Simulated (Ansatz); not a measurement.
# GaH8NO (built from SMILES N.O.[GaH3]): search for a transition state

Aim: find the saddle point of a ligand exchange through a proton shuttle that is to form Ga1–O6, H5–N8, H2–H7 and break Ga1–H2, H5–O6, H7–N8, prove it by its vibrations, and relax downhill on both sides to see what it joins.

Method: PBE0-D4, def2-SVP first, then def2-TZVP; program: Ansatz 0.2.0, Gaussian basis.

190 further runs of the same task are left out: 190 set aside as unsound or not needed.

## Step 1: Where the work starts

The guess: 11 atoms, charge 0, spin multiplicity 1.

Atoms are counted from 1 here; the program's logs count them from 0.

Bond lengths: Ga1–H2 1.795 Å, Ga1–H3 1.547 Å, Ga1–H4 1.551 Å, Ga1–O6 1.801 Å, H5–N8 1.028 Å, O6–H9 0.954 Å, H7–N8 1.303 Å, N8–H10 1.013 Å, N8–H11 1.013 Å. Angles: H2–Ga1–H3 107.8°, H2–Ga1–H4 104.3°, H2–Ga1–O6 95.9°, H3–Ga1–H4 118.6°, H3–Ga1–O6 114.4°, H4–Ga1–O6 112.5°, Ga1–O6–H9 122.9°, H5–N8–H7 95.8°, H5–N8–H10 111.5°, H5–N8–H11 111.2°, H7–N8–H10 113.2°, H7–N8–H11 112.5°, H10–N8–H11 111.7°.

Geometry (Å):

```mol
GaH8NO
  3D, bonds by distance, orders not assigned

 11  9  0  0  0  0  0  0  0  0999 V2000
   -1.5200    0.3920   -0.5010 Ga  0  0
   -0.0775   -0.0834   -1.4583 H   0  0
   -2.7027   -0.4972   -0.9540 H   0  0
   -1.6252    1.9265   -0.7015 H   0  0
    1.0405   -0.2701    0.9336 H   0  0
   -0.8311   -0.0486    1.1036 O   0  0
    0.8179   -0.2114   -0.7901 H   0  0
    1.7069   -0.3360    0.1541 N   0  0
   -1.3528   -0.0719    1.9022 H   0  0
    2.1779   -1.2329    0.1424 H   0  0
    2.3661    0.4330    0.1690 H   0  0
  1  2  8  0
  1  3  8  0
  1  4  8  0
  1  6  8  0
  5  8  8  0
  6  9  8  0
  7  8  8  0
  8 10  8  0
  8 11  8  0
M  END
```

Distances that are to change: Ga1–O6 1.80 Å, H5–N8 1.03 Å, H2–H7 1.12 Å, Ga1–H2 1.80 Å, H5–O6 1.89 Å, H7–N8 1.30 Å.

## Step 2: Relaxing the guess with the reacting distances held

The input, hold/in.yaml:

```yaml
crystal:
  periodic: [false, false, false]
  atoms:
    - {symbol: Ga, position_ang: [-1.520000, 0.392000, -0.501000]}
    - {symbol: H, position_ang: [-0.077500, -0.083400, -1.458300]}
    - {symbol: H, position_ang: [-2.702700, -0.497200, -0.954000]}
    - {symbol: H, position_ang: [-1.625200, 1.926500, -0.701500]}
    - {symbol: H, position_ang: [1.040500, -0.270100, 0.933600]}
    - {symbol: O, position_ang: [-0.831100, -0.048600, 1.103600]}
    - {symbol: H, position_ang: [0.817900, -0.211400, -0.790100]}
    - {symbol: N, position_ang: [1.706900, -0.336000, 0.154100]}
    - {symbol: H, position_ang: [-1.352800, -0.071900, 1.902200]}
    - {symbol: H, position_ang: [2.177900, -1.232900, 0.142400]}
    - {symbol: H, position_ang: [2.366100, 0.433000, 0.169000]}
basis:
  gaussian: {orbitals: def2-SVP}
hamiltonian: {xc: pbe0, dispersion: d4}
relax: {f_tol: 0.04, max_steps: 150, escape_saddle: false, constraints: [{distance: [0, 5]}, {distance: [4, 7]}, {distance: [1, 6]}, {distance: [0, 1]}, {distance: [4, 5]}, {distance: [6, 7]}]}
```

The run is started by

```console
$ ansatz run in.yaml --threads 4 --pin off --events-out ev --progress --plain --max-ram 9574MiB
```

The runs that follow: A starting Hessian; Saddle search in the small basis; Saddle search in triple zeta; Vibrations at the point found; Relaxing after a step of 0.30 Å one way along the mode; Relaxing after a step of 0.30 Å the other way along the mode.

**Question.** What will these runs give? Wanted: imaginary mode; barrier from the start side; barrier from the end side; energy of the step; pairs that change; zero-point energy at the saddle.

The runs gave:

| quantity | value |
| --- | --- |
| imaginary mode | 714i cm⁻¹ |
| barrier from the start side | 16.1 kcal/mol |
| barrier from the end side | 4.9 kcal/mol |
| energy of the step | +11.2 kcal/mol |
| pairs that change | Ga1–O6 tightened, H2–H7 formed, H5–N8 formed, Ga1–H2 broken, H5–O6 broken, H7–N8 broken |
| zero-point energy at the saddle | 2.161 eV |

In words: One imaginary mode, 714i cm⁻¹, makes this a first-order saddle. The two relaxations end on the structures that were planned. At PBE0-D4/def2-TZVP the electronic barrier is 16.1 kcal/mol, about 27 kT at 298 K, and the step runs 11.2 kcal/mol uphill. A step off the saddle overshot and began above it in energy, so the link to its end is likely but not proven.
